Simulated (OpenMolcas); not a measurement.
# WO3 (SMILES [O]=[W](=[O])=[O]) at SCAN/def2-TZVP (core potential), part 2 of 2

OpenMolcas 26.06.

### 3 The distorted shape at the same level

Contents of job.inp:

```
>>> EXPORT MOLCAS_PRINT=2
&gateway
baslib
$CurrDir
coord
4
angstrom
O       -0.956576       0.695016       1.739357
W       -1.085476       0.146116       0.119157
O        1.071700      -1.143300      -0.433900
O       -1.131276       1.531316      -0.891943
basis
def2-TZVP
group
NoSym
&seward
&scf
ksdft
2
1.0 MGGA_X_SCAN
1.0 MGGA_C_SCAN
thresholds
1e-06 0.001 0.001 0.01
prorbitals
1 1
```

The basis set def2-TZVP is read from a file made from the Basis Set Exchange's data (not shown).

Started as:

```sh
export MOLCAS_MEM=1860
pymolcas job.inp > job.log
```

What it wrote:

```text
--- Start Module: gateway ---

                                              &GATEWAY

                       available to each process: 1.9 GB of memory, 1 thread

 Basis Set     1 Label: O.DEF2-TZVP
 Basis set is read from library:.
 basistype.tbl is not found

 Basis Set     2 Label: W.DEF2-TZVP
 Basis set is read from library:.
 basistype.tbl is not found

 Basis Set     3 Label: O.DEF2-TZVP
 Basis set is read from library:.
 basistype.tbl is not found

++    Symmetry information:
      ---------------------

                    Character Table for C1

                             E
                    a        1  x, y, xy, Rz, z, xz, Ry, yz, Rx, I
--

++    Basis set information:
      ----------------------

      Basis set label: O.DEF2-TZVP.........

      Electronic valence basis set:
      ------------------
      Associated Effective Charge   8.000000 au
      Associated Actual Charge      8.000000 au
      Nuclear Model: Point charge

      Shell  nPrim  nBasis  Cartesian Spherical Contaminant
         s      11       5        X
         p       6       3        X
         d       2       2                 X
         f       1       1                 X

      Basis set label: W.DEF2-TZVP....ECP.....

      Electronic valence basis set:
      ------------------
      Associated Effective Charge  14.000000 au
      Associated Actual Charge     74.000000 au
      Nuclear Model: Point charge

      Shell  nPrim  nBasis  Cartesian Spherical Contaminant
         s       8       6        X
         p       7       4        X
         d       6       3                 X
         f       1       1                 X

      Pseudo Potential specification:
      =======================================

      Number of Core Electrons:  60

      Potential  nTerms
           H       1
         s-H       3
         p-H       3
         d-H       3

      Effective Core Potential specification:
      =======================================

      Basis set label: O.DEF2-TZVP.........

      Electronic valence basis set:
      ------------------
      Associated Effective Charge   8.000000 au
      Associated Actual Charge      8.000000 au
      Nuclear Model: Point charge

      Shell  nPrim  nBasis  Cartesian Spherical Contaminant
         s      11       5        X
         p       6       3        X
         d       2       2                 X
         f       1       1                 X
--

++    Molecular structure info:
      -------------------------

                    ************************************************
                    **** Cartesian Coordinates / bohr, angstrom ****
                    ************************************************

     Center  Label                x              y              z                     x              y              z
        1      O1              -1.807667       1.313390       3.286908             -0.956576       0.695016       1.739357
        2      W2              -2.051252       0.276119       0.225174             -1.085476       0.146116       0.119157
        3      O3               2.025219      -2.160524      -0.819952              1.071700      -1.143300      -0.433900
        4      O4              -2.137802       2.893768      -1.685528             -1.131276       1.531316      -0.891943

                    ***************************************
                    *    InterNuclear Distances / bohr    *
                    ***************************************

               1 O1            2 W2            3 O3            4 O4
    1 O1       0.000000
    2 W2       3.241833        0.000000
    3 O3       6.604952        4.862833        0.000000
    4 O4       5.227974        3.241968        6.604985        0.000000

                    *******************************************
                    *    InterNuclear Distances / angstrom    *
                    *******************************************

               1 O1            2 W2            3 O3            4 O4
    1 O1       0.000000
    2 W2       1.715504        0.000000
    3 O3       3.495190        2.573300        0.000000
    4 O4       2.766524        1.715576        3.495208        0.000000
--

            Nuclear Potential Energy            123.74830106 au

--- Stop Module: gateway /rc=_RC_ALL_IS_WELL_ ---

--- Start Module: seward ---

                                              &SEWARD

                       available to each process: 1.9 GB of memory, 1 thread

               SEWARD will generate:
                  Multipole Moment integrals up to order  2
                  Kinetic Energy integrals
                  Nuclear Attraction integrals (point charge)
                  One-Electron Hamiltonian integrals modified with ECP contributions
                  Velocity integrals
                  Pseudo Potential integrals
                  Orbital angular momentum around ( -1.7593   0.3601   0.2325 )
                  Velocity quadrupole around ( -1.7593   0.3601   0.2325 )
                  Two-Electron Repulsion integrals

                   Integrals are discarded if absolute value <: 1.00E-14
                   Integral cutoff threshold is set to       <: 1.00E-16

            Nuclear Potential Energy            123.74830106 au

      Basis set specifications :
      Symmetry species         a
      Basis functions          133

--- Stop Module: seward /rc=_RC_ALL_IS_WELL_ ---
--- Module seward spent 11 seconds ---

--- Start Module: scf ---

                                                &SCF

                       available to each process: 1.9 GB of memory, 1 thread

 ###############################################################################
 ###     Minimized-density-differences option turned off!                    ###
 ###############################################################################
++    Input section:
      --------------

      Header of the integral files:

      Cartesian coordinates in angstrom:
      -----------------------------------------------------
      No.  Label        X            Y            Z
      -----------------------------------------------------
       1   O1        -0.95657600   0.69501600   1.73935700
       2   W2        -1.08547600   0.14611600   0.11915700
       3   O3         1.07170000  -1.14330000  -0.43390000
       4   O4        -1.13127600   1.53131600  -0.89194300
      -----------------------------------------------------
      Nuclear repulsion energy =  123.74830106
--

++    Orbital specifications:
      -----------------------

      Symmetry species               1
                                     a
      Frozen orbitals                0
      Occupied orbitals             19
      Secondary orbitals           114
      Deleted orbitals               0
      Total number of orbitals     133
      Number of basis functions    133
--

      Molecular charge                           0.000

      Numerical integration parameters
      --------------------------------
      Radial quadrature type:                         MHL
      Size of radial grid:                            75
      Lebedev angular grid:                           29
      Angular grid pruned with the crowding factor:  3.00E+00
                                 and fading factor:  6.00E+00
      Screening threshold for integral computation:   1.00E-11
      Radial quadrature accuracy:                     1.00E-25
      Maximum batch size:                             128
      AO values are stored on disk
      The same grid will be used for all iterations.

      DFT functional specifications
      -----------------------------
      Using Libxc version: 6.2.2
      Please cite the following reference:
      S. Lehtola, C. Steigemann, M. J.T. Oliveira, and M. A.L. Marques.,  SoftwareX 7, 1–5 (2018) doi:10.1016/j.softx.2017.11.002

      * SCAN exchange of Sun, Ruzsinszky, and Perdew
        - J. Sun, A. Ruzsinszky, and J. P. Perdew.,  Phys. Rev. Lett. 115, 036402 (2015) doi:10.1103/PhysRevLett.115.036402
      * SCAN correlation of Sun, Ruzsinszky, and Perdew
        - J. Sun, A. Ruzsinszky, and J. P. Perdew.,  Phys. Rev. Lett. 115, 036402 (2015) doi:10.1103/PhysRevLett.115.036402

++    Optimization specifications:
      ----------------------------

      SCF Algorithm: Conventional
      D(i)-D(i-1) density differences are used
      Number of density matrices in core                 5
      Maximum number of NDDO SCF iterations            400
      Maximum number of HF SCF iterations              400
      Threshold for SCF energy change             1.00E-06
      Threshold for density matrix                1.00E-03
      Threshold for Fock matrix                   1.00E-03
      Threshold for linear dependence             1.00E-09
      Threshold at which DIIS is turned on        1.50E-01
      Maximum depth in the DIIS procedure                5
      Maximum depth in the BFGS Hessian update          30
      Threshold at which QNR/C2DIIS is turned on  7.50E-02
      Threshold for Norm(delta) (QNR/C2DIIS)      1.00E-02
      All orbitals punched on: SCFORB
--

      Input vectors read from INPORB
      Orbital file label: *Guess orbitals

++ Convergence information
                                   [...]      iterations: Energy and convergence statistics

Iter     Tot. [...]      One-elec.       Two-elec.     Energy      Max Dij or  Max Fij      DNorm      TNorm      AccCon     Time
         Energy          Energy          Energy        Change      Delta Norm                                                in Sec.
   1  -271.668119433  -684.369214448   288.952793952   0.00E+00    6.96E-01*   1.47E+01*    1.34E+01   1.86E+02   None         2.
   2  -267.799511686  -702.873707263   311.325894513   3.87E+00*   2.95E-01*   4.09E-01*    1.32E+01   1.90E+02   EDIIS        2.
   3  -287.439961439  -710.077325041   298.889062539  -1.96E+01*   6.85E-01*   3.13E-01*    7.91E+00   1.89E+02   EDIIS        2.
   4  -287.876819844  -690.420311906   278.795190998  -4.37E-01*   3.83E-01*   1.45E-01*    4.38E+00   1.83E+02   EDIIS        2.
   5  -289.847161399  -708.656290548   295.060828086  -1.97E+00*   2.68E-01*   1.44E-01*    2.87E+00   1.89E+02   EDIIS        2.
   6  -291.916580851  -702.167122457   286.502240543  -2.07E+00*   5.84E-01*   5.03E-02*    2.29E+00   1.86E+02   EDIIS        2.
   7  -290.400538965  -699.729769679   285.580929651   1.52E+00*   3.07E-01*   4.89E-02*    3.25E+00   1.86E+02   EDIIS        2.
   8  -292.437079057  -703.253936934   287.068556813  -2.04E+00*   3.46E-01*   4.72E-02*    1.31E+00   1.87E+02   EDIIS        2.
   9  -292.693388238  -702.961782166   286.520092865  -2.56E-01*   4.02E-01*   2.79E-02*    1.19E+00   1.86E+02   EDIIS        2.
  10  -292.607954938  -702.433508659   286.077252658   8.54E-02*   1.75E-01*   1.47E-02*    6.90E-01   1.86E+02   EDIIS        2.
[... 32 lines of this table left out ...]
  43  -292.578034677  -701.646259285   285.319923545  -4.79E-01*   2.41E-01*   3.65E-02*    8.73E-01   1.86E+02   c2DIIS       2.
  44  -292.681782121  -703.094518931   286.664435747  -1.04E-01*   1.53E-01*   2.80E-02*    8.74E-01   1.86E+02   c2DIIS       2.
  45  -292.687935385  -702.083153894   285.646917446  -6.15E-03*   1.73E-01*   1.19E-02*    6.11E-01   1.86E+02   c2DIIS       2.
  46  -292.733570010  -702.596740037   286.114868963  -4.56E-02*   3.14E-02*   5.80E-03*    3.02E-01   1.86E+02   c2DIIS       2.
  47  -292.740336701  -702.616469808   286.127832044  -6.77E-03*   4.11E-01*   5.87E-03*    1.13E-01   1.86E+02   QNRc2DIIS    2.
  48  -292.549594900  -702.669897871   286.372001907   1.91E-01*   3.92E-01*   1.81E-01*    1.07E+00   1.86E+02   QNRc2DIIS    2.
  49  -292.725862922  -702.693352896   286.219188911  -1.76E-01*   7.76E-02*   2.79E-02*    1.03E+00   1.86E+02   QNRc2DIIS    2.
  50  -292.740657182  -702.509855057   286.020896811  -1.48E-02*   3.05E-02*   4.62E-03*    2.09E-01   1.86E+02   QNRc2DIIS    2.
  51  -292.741110586  -702.561002328   286.071590679  -4.53E-04*   1.39E-01*   2.42E-03*    7.97E-02   1.86E+02   QNRc2DIIS    2.
  52  -292.718525775  -702.606151500   286.139324662   2.26E-02*   1.32E-01*   6.67E-02*    3.62E-01   1.86E+02   QNRc2DIIS    2.
  53  -292.741115565  -702.595894408   286.106477779  -2.26E-02*   2.84E-02*   2.44E-03*    3.48E-01   1.86E+02   QNRc2DIIS    2.
  54  -292.739965545  -702.581590839   286.093324231   1.15E-03*   2.21E-02*   1.14E-02*    7.20E-02   1.86E+02   QNRc2DIIS    2.
  55  -292.741189099  -702.588045343   286.098555181  -1.22E-03*   1.41E-02*   8.81E-04     5.58E-02   1.86E+02   QNRc2DIIS    2.
  56  -292.741103648  -702.574870804   286.085466093   8.55E-05*   5.33E-03    3.53E-03*    3.67E-02   1.86E+02   QNRc2DIIS    2.
  57  -292.741191326  -702.598981508   286.109489118  -8.77E-05*   4.38E-03    3.44E-04     1.37E-02   1.86E+02   QNRc2DIIS    2.
  58  -292.741190367  -702.584809427   286.095317996   9.59E-07*   1.68E-03    1.10E-03*    1.23E-02   1.86E+02   QNRc2DIIS    2.
  59  -292.741195263  -702.591378110   286.101881784  -4.90E-06*   1.16E-03    4.65E-04     4.95E-03   1.86E+02   QNRc2DIIS    2.
  60  -292.741197002  -702.587936211   286.098438146  -1.74E-06*   3.10E-03    1.29E-04     2.90E-03   1.86E+02   QNRc2DIIS    2.
  61  -292.741197757  -702.584923815   286.095424995  -7.56E-07    3.18E-04    3.68E-05     8.13E-03   1.86E+02   QNRc2DIIS    2.

       Convergence after  61 Iterations
--

 *****************************************************************************************************************************
 *                                             SCF/KS-DFT Program, Final results                                             *
 *                                                       Final Results                                                       *
 *****************************************************************************************************************************

::    Total KS-DFT energy                            -292.7411977574
      One-electron energy                            -702.5849238155
      Two-electron energy                             286.0954249947
      Nuclear repulsion energy                        123.7483010634
      Kinetic energy (interpolated)                   247.1834173294
      Virial theorem                                    1.1843075920
      Total spin, S(S+1)                                0.0000000000
      Total spin, S                                     0.0000000000
      Max non-diagonal density matrix element           0.0004654077
      Max non-diagonal Fock matrix element              0.0000183172

      All orbitals with orbital energies smaller than  E(LUMO)+0.5 are printed

++    Molecular orbitals:
      -------------------

      Title: RKS-DFT orbitals

      Molecular orbitals for symmetry species 1: a

          Orbital            1         2         3         4         5         6         7         8         9        10
          Energy          -19.0291  -19.0291  -18.9715   -3.0569   -1.7247   -1.7205   -1.6992   -0.9448   -0.9325   -0.8197
          Occ. No.          2.0000    2.0000    2.0000    2.0000    2.0000    2.0000    2.0000    2.0000    2.0000    2.0000

          Orbital           11        12        13        14        15        16        17        18        19        20
          Energy           -0.4307   -0.4233   -0.4033   -0.3872   -0.3850   -0.3305   -0.2915   -0.2493   -0.2326   -0.2290
          Occ. No.          2.0000    2.0000    2.0000    2.0000    2.0000    2.0000    2.0000    2.0000    2.0000    0.0000

          Orbital           21        22        23        24        25        26        27        28        29        30
          Energy           -0.1770   -0.1407   -0.1332   -0.0734   -0.0464    0.0258    0.0606    0.0913    0.1448    0.1992
          Occ. No.          0.0000    0.0000    0.0000    0.0000    0.0000    0.0000    0.0000    0.0000    0.0000    0.0000

          Orbital           31        32        33        34
          Energy            0.2026    0.2078    0.2259    0.2265
          Occ. No.          0.0000    0.0000    0.0000    0.0000

--

++    Molecular charges:
      ------------------

      Mulliken charges per centre and basis function type
      ---------------------------------------------------

                O1      W2      O3      O4
      1s       3.9322  2.6104  3.9915  3.9322
      2px      1.4340  2.0721  1.5360  1.4234
      2pz      1.4007  2.0847  1.8025  1.4783
      2py      1.5977  2.0680  1.1500  1.5306
      3d2+     0.0015  0.8697  0.0009  0.0052
      3d1+     0.0087  0.6968  0.0006  0.0035
      3d0      0.0094  0.7905  0.0004  0.0060
      3d1-     0.0076  0.7627  0.0002  0.0072
      3d2-     0.0014  0.6683  0.0010  0.0067
      4f3+     0.0000  0.0065  0.0000  0.0002
[... 5 lines of this table left out ...]
      4f3-     0.0000  0.0055  0.0000  0.0002
      Total    8.3948 12.7272  8.4831  8.3948

      N-E     -0.3948  1.2728 -0.4831 -0.3948

      Total electronic charge=   38.000000

      Total            charge=   -0.000000
--

++    Molecular properties:
      ---------------------

      Charge (e):
                      =   -0.0000
      Dipole Moment (debye):
      Origin of the operator (angstrom)=   -0.9310    0.1906    0.1230
                   X= -5.4735E+00               Y= -1.3849E+00               Z= -7.6398E-02           Total=  5.6465E+00
      Quadrupole Moment (debye*angstrom):
      Origin of the operator (angstrom)=   -0.9310    0.1906    0.1230
                  XX= -4.4401E+01              XY=  6.9457E+00              XZ=  2.3134E+00              YY= -4.2017E+01
                  YZ= -2.1002E-01              ZZ= -4.3026E+01
      In traceless form (debye*angstrom)
                  XX= -1.8798E+00              XY=  1.0419E+01              XZ=  3.4702E+00              YY=  1.6970E+00
                  YZ= -3.1503E-01              ZZ=  1.8282E-01
--

--- Stop Module: scf /rc=_RC_ALL_IS_WELL_ ---
--- Module scf spent 2 minutes 41 seconds ---

.##################.
.# Happy landing! #.
.##################.

    Timing: Wall=173.37 User=132.65 System=40.53
```

Run time: 2.9 min. Hardware: 1 thread of AMD EPYC 7R43 (Zen 3), shared host; peak memory 0.96 GiB.

### 4 Results

The summary covers parts 1 to 2.

At SCAN/def2-TZVP (core potential):

| quantity | value |
| --- | --- |
| first shape: total energy | -292.92841 Eh |
| first shape: dipole moment | 5.66 D |
| first shape: HOMO energy | -7.65 eV |
| first shape: LUMO energy | -5.39 eV |
| first shape: HOMO–LUMO gap | 2.26 eV |
| distorted shape: total energy | -292.74120 Eh |
| distorted shape: dipole moment | 5.65 D |
| distorted shape: HOMO energy | -6.33 eV |
| distorted shape: LUMO energy | -6.23 eV |
| distorted shape: HOMO–LUMO gap | 0.10 eV |
| energy change with the W2–O3 bond stretched from 1.716 to 2.573 Å | 5.094 eV |

**Reading.** With the W2–O3 bond stretched from 1.716 to 2.573 Å the energy rises by 5.09 eV (492 kJ/mol). The first shape isn't relaxed at this level, so the change isn't measured from a minimum. A restricted reference can't describe the breaking bond well at this length. Mulliken charges (distorted shape) run from -0.48 on O3 to +1.27 on W2.
